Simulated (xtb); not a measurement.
**CH6AlBO2 (SMILES B[O][AlH][O]C) at GFN1-xTB**

We compute a geometry optimisation of CH6AlBO2. 

The results are computed with xtb 6.7.1 later snapshot.

2 further runs of the same task are left out: 1 that didn't finish, 1 set aside as unsound or not needed.

## (1) Starting point

CH6AlBO2: 11 atoms, total charge 0, spin state singlet. SMILES: `B[O][AlH][O]C`. The shape comes from GFN2-xTB, which is rough for such elements, and wasn't checked as a minimum. This is one conformer, not always the lowest. The run starts from this shape.

Bond lengths: B1–O2 1.329 Å, O2–Al3 1.669 Å, Al3–O4 1.642 Å, O4–C5 1.400 Å, B1–H6 1.180 Å, B1–H7 1.179 Å, Al3–H8 1.497 Å, C5–H9 1.092 Å, C5–H10 1.093 Å, C5–H11 1.093 Å. Some angles: B1–O2–Al3 176.6°, O2–Al3–O4 126.2°, Al3–O4–C5 177.2°, O2–B1–H6 119.7°, O2–B1–H7 119.7°, O2–Al3–H8 115.4°, O4–Al3–H8 118.4°, O4–C5–H9 110.2°, O4–C5–H10 109.9°, O4–C5–H11 109.8°.

## (2) A structure relaxation at GFN1-xTB

The input, xcontrol:

```
$chrg 0
$spin 0
$end
```

The input, mol.xyz:

```xyz
11

B      1.412420     1.675510     2.018170
O      0.833170     0.663490     1.381490
Al     0.133310    -0.666780     0.656160
O     -0.582560    -0.702560    -0.821310
C     -1.204250    -0.798640    -2.071520
H      0.781010     2.335440     2.764730
H      2.553580     1.905290     1.832530
H      0.184360    -1.933160     1.453090
H     -1.138420     0.155420    -2.599510
H     -2.256910    -1.062700    -1.943970
H     -0.715700    -1.571300    -2.669850
```

Launch:

```console
$ xtb mol.xyz --opt vtight --input xcontrol --gfn 1 | tee mol.out
```

Q: Predict the results. Wanted: total energy at the end; dipole moment; HOMO energy; LUMO energy; HOMO–LUMO gap; dispersion energy.

Answer, from the run:

At GFN1-xTB:

| quantity | value |
| --- | --- |
| total energy at the end | -17.55949 Eh |
| dipole moment | 1.26 D |
| HOMO energy | -11.22 eV |
| LUMO energy | -6.16 eV |
| HOMO–LUMO gap | 5.05 eV |
| dispersion energy | -6.90 kJ/mol |

What this shows: At the final geometry: Bond lengths: B1–O2 1.347 Å, O2–Al3 1.707 Å, Al3–O4 1.681 Å, O4–C5 1.423 Å, B1–H6 1.200 Å, B1–H7 1.200 Å, Al3–H8 1.460 Å, C5–H9 1.098 Å, C5–H10 1.098 Å, C5–H11 1.098 Å. Some angles: B1–O2–Al3 179.3°, O2–Al3–O4 119.2°, Al3–O4–C5 155.8°, O2–B1–H6 120.1°, O2–B1–H7 120.1°, O2–Al3–H8 122.6°, O4–Al3–H8 118.3°, O4–C5–H9 112.0°, O4–C5–H10 110.0°, O4–C5–H11 109.9°. The optimisation took 33 steps and changed the energy by -0.161 eV. Mulliken charges run from -0.52 on O4 to +0.61 on Al3.
